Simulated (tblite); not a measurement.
# C3H12Si4: the cost of one run

Programs: tblite 0.8.0 and PySCF 2.14.0, with density-fitted response routines of our own. Each step states its level of theory. These are calculated values for one molecule in the gas phase, unless marked as measured. Atoms are numbered from 0 throughout.

### 1 The starting structure

19 atoms, charge 0, multiplicity 1; geometry from: force field or distance geometry start.

Bonds of the start (Å): C0–C1 1.52, C1–C2 1.34, C2–Si3 1.86, Si3–Si4 2.31, Si4–Si5 2.26, Si4–Si6 2.31, Si6–C1 1.87, C0–H7 1.10, C0–H8 1.10, C0–H9 1.08, C2–H10 1.08, Si3–H11 1.47, Si3–H12 1.50, Si4–H13 1.50, Si5–H14 1.49, Si5–H15 1.48, Si5–H16 1.49, Si6–H17 1.49, Si6–H18 1.48.

### 2 Relaxing the molecule with GFN2-xTB

Job settings and geometry (Å):

```
{"job": {"kind": "relax", "xc": "GFN2-xTB", "basis": "xTB"}, "charge": 0, "multiplicity": 1}
C      2.933800    -0.345300     0.484600
C      1.535500     0.142900     0.151100
C      1.019300     1.261700     0.681800
Si    -0.695800     1.863500     0.267100
Si    -1.510400     0.147000    -1.044900
Si    -2.940500    -1.081900     0.195700
Si     0.544200    -0.914100    -1.035500
H      3.437100     0.338200     1.188500
H      2.901600    -1.335800     0.954600
H      3.538500    -0.399700    -0.413300
H      1.560700     1.893000     1.365800
H     -0.631800     3.129100    -0.478600
H     -1.506000     2.027300     1.520500
H     -1.983400     0.571500    -2.408900
H     -4.195200    -0.317600     0.445500
H     -3.291700    -2.339200    -0.495500
H     -2.336900    -1.430300     1.514700
H      0.437300    -2.316400    -0.530700
H      1.174000    -0.884800    -2.370000
```

On the command line:

```
> OMP_NUM_THREADS=1 python probes_run.py task.json out
```

One launch serves the whole session: the jobs run in the order shown.

**Question.** How long does this first job take on 1 thread of Arm Neoverse V1, shared host, and how much memory does it need?

About 1.2 s, with a peak of 0.17 GiB.
